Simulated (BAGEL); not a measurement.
# HF/6-31G(d) (density fitting with qzvpp-jkfit, spherical functions) run of CH2BrF (SMILES FCBr)

What is the vertical ionisation energy of CH2BrF at HF/6-31G* (density fitting with qzvpp-jkfit, spherical functions)? 

Program for the calculation: BAGEL 1.2.2.

5 further runs of the same task are left out: 4 that didn't finish, 1 set aside as unsound or not needed.

**1. The system as given**

The species is CH2BrF (5 atoms), meant as a singlet with charge 0. As SMILES, `FCBr`. Geometry: relaxed at PBE0-D4/def2-TZVP.

Bond lengths: F1–C2 1.352 Å, C2–Br3 1.935 Å, C2–H4 1.088 Å, C2–H5 1.088 Å. Angles: F1–C2–Br3 110.7°, F1–C2–H4 109.8°, F1–C2–H5 109.8°, Br3–C2–H4 106.9°, Br3–C2–H5 106.9°, H4–C2–H5 112.8°.

**2. The energy at HF/6-31G(d) (density fitting with qzvpp-jkfit, spherical functions)**

The input, job.json:

```json
{ "bagel" : [

{
  "title" : "molecule",
  "basis" : "6-31gs.json",
  "df_basis" : "qzvpp-jkfit",
  "angstrom" : true,
  "geometry" : [
    { "atom" : "F", "xyz" : [       0.686900,       1.170700,       0.163000 ] },
    { "atom" : "C", "xyz" : [       0.150000,      -0.066700,       0.076600 ] },
    { "atom" : "Br", "xyz" : [      -1.544900,      -0.012500,      -0.855200 ] },
    { "atom" : "H", "xyz" : [       0.807700,      -0.713600,      -0.500400 ] },
    { "atom" : "H", "xyz" : [      -0.049700,      -0.451500,       1.074600 ] }
  ]
},

{
  "title" : "hf"
},

{
  "title" : "print",
  "file" : "orbitals.molden",
  "orbitals" : true
}

]}
```

The basis set 6-31G* is read from a file made from the Basis Set Exchange's data (not shown).

Launch:

```
$ BAGEL_NUM_THREADS=1 BAGEL job.json > job.out
```

The log of the run:

```text
* using 1 threads per process

  ===============================================================
  ===============================================================

  *** Geometry ***

  { "atom" : "F", "xyz" : [      1.298053,      2.212302,      0.308025 ] },
  { "atom" : "C", "xyz" : [      0.283459,     -0.126045,      0.144753 ] },
  { "atom" : "Br", "xyz" : [     -2.919438,     -0.023622,     -1.616094 ] },
  { "atom" : "H", "xyz" : [      1.526332,     -1.348509,     -0.945619 ] },
  { "atom" : "H", "xyz" : [     -0.093919,     -0.853211,      2.030700 ] },

  Number of auxiliary basis functions:      454

  Since a DF basis is specified, we compute 2- and 3-index integrals:
    o Being stored without compression. Storage requirement is 0.015 GB

  Number of basis functions:       64
  Number of electrons      :       52

    * METHOD: MOLECULE                             0.20

  *** RHF ***

  === Nuclear Repulsion ===
   165.5999501159

      * DIIS with orbital gradients will be used.

  === RHF iteration (6-31gs.json) ===
      0      -2710.45508791          0.01731013           0.05
      1      -2710.52063894          0.01076283           0.05
      2      -2710.55161768          0.00128112           0.05
      3      -2710.55250097          0.00024836           0.05
      4      -2710.55254153          0.00010552           0.05
      5      -2710.55254868          0.00002578           0.05
      6      -2710.55254941          0.00000619           0.05
      7      -2710.55254945          0.00000190           0.05
      8      -2710.55254945          0.00000056           0.05
      9      -2710.55254945          0.00000021           0.05
     10      -2710.55254945          0.00000006           0.05
     11      -2710.55254945          0.00000002           0.05
     12      -2710.55254945          0.00000001           0.05
    * SCF iteration converged.

    * Permanent dipole moment:
           (   -0.369262,     0.664640,    -0.311636) a.u.

    * METHOD: HF                                   0.79

    * METHOD: PRINT                                0.01

  ===============================================================
```

Run time: 1.1 s. Hardware: 1 thread of Arm Neoverse V1, shared host; peak memory 0.093 GiB.

**3. The doublet cation**

The input, input.json:

```json
{ "bagel" : [

{
  "title" : "molecule",
  "basis" : "6-31gs.json",
  "df_basis" : "qzvpp-jkfit",
  "angstrom" : true,
  "geometry" : [
    { "atom" : "F", "xyz" : [       0.686900,       1.170700,       0.163000 ] },
    { "atom" : "C", "xyz" : [       0.150000,      -0.066700,       0.076600 ] },
    { "atom" : "Br", "xyz" : [      -1.544900,      -0.012500,      -0.855200 ] },
    { "atom" : "H", "xyz" : [       0.807700,      -0.713600,      -0.500400 ] },
    { "atom" : "H", "xyz" : [      -0.049700,      -0.451500,       1.074600 ] }
  ]
},

{ "title" : "uhf", "charge" : 1, "nopen" : 1 },

{ "title" : "print", "file" : "orbitals.molden", "orbitals" : true }

]}
```

The basis set 6-31G* is read from a file made from the Basis Set Exchange's data (not shown).

Launch:

```
$ BAGEL_NUM_THREADS=1 BAGEL input.json > input.out
```

The log of the run:

```text
* using 1 threads per process

  ===============================================================
  ===============================================================

  *** Geometry ***

  { "atom" : "F", "xyz" : [      1.298053,      2.212302,      0.308025 ] },
  { "atom" : "C", "xyz" : [      0.283459,     -0.126045,      0.144753 ] },
  { "atom" : "Br", "xyz" : [     -2.919438,     -0.023622,     -1.616094 ] },
  { "atom" : "H", "xyz" : [      1.526332,     -1.348509,     -0.945619 ] },
  { "atom" : "H", "xyz" : [     -0.093919,     -0.853211,      2.030700 ] },

  Number of auxiliary basis functions:      454

  Since a DF basis is specified, we compute 2- and 3-index integrals:
    o Being stored without compression. Storage requirement is 0.015 GB

  Number of basis functions:       64
  Number of electrons      :       52

    * METHOD: MOLECULE                             0.21

  *** Open-shell HF ***

  === Nuclear Repulsion ===
   165.5999501159

      * DIIS with orbital gradients will be used.

  === UHF iteration (6-31gs.json) ===
      0      -2710.01349957          0.04000964           0.10
      1      -2710.11717632          0.02699504           0.10
      2      -2710.15586285          0.01737271           0.09
      3      -2710.17851635          0.00222212           0.09
      4      -2710.18166399          0.00075430           0.09
      5      -2710.18201455          0.00026967           0.09
      6      -2710.18205006          0.00006427           0.09
      7      -2710.18205426          0.00002235           0.09
      8      -2710.18205539          0.00000857           0.09
      9      -2710.18205580          0.00000271           0.09
     10      -2710.18205602          0.00000110           0.09
     11      -2710.18205611          0.00000068           0.09
     12      -2710.18205617          0.00000036           0.10
     13      -2710.18205621          0.00000018           0.10
     14      -2710.18205622          0.00000007           0.09
     15      -2710.18205622          0.00000003           0.09
     16      -2710.18205622          0.00000002           0.09
     17      -2710.18205622          0.00000001           0.09
     18      -2710.18205622          0.00000001           0.09
    * SCF iteration converged.

    * S^2 (UHF) is 0.7587

    * Permanent dipole moment:
           (    0.130599,     1.003907,    -0.095953) a.u.

    * METHOD: UHF                                  1.98

    * METHOD: PRINT                                0.01

  ===============================================================
```

Wall time 2.3 s (1 thread of Arm Neoverse V1, shared host); peak memory 0.093 GiB.

**4. Results**

At HF/6-31G* (density fitting with qzvpp-jkfit, spherical functions):

| quantity | value |
| --- | --- |
| singlet CH2BrF: total energy | -2710.55255 Eh |
| singlet CH2BrF: dipole moment | 2.09 D |
| singlet CH2BrF: HOMO energy | -11.32 eV |
| singlet CH2BrF: LUMO energy | 3.88 eV |
| singlet CH2BrF: HOMO–LUMO gap | 15.20 eV |
| doublet cation: total energy | -2710.18206 Eh |
| doublet cation: ⟨S²⟩ | 0.759 |
| vertical ionisation energy (to the doublet cation) | 10.082 eV |

What this shows: The vertical ionisation energy comes to 10.08 eV (232 kcal/mol). The negative HOMO energy of the first species, 11.32 eV, lies 1.24 eV above that difference.
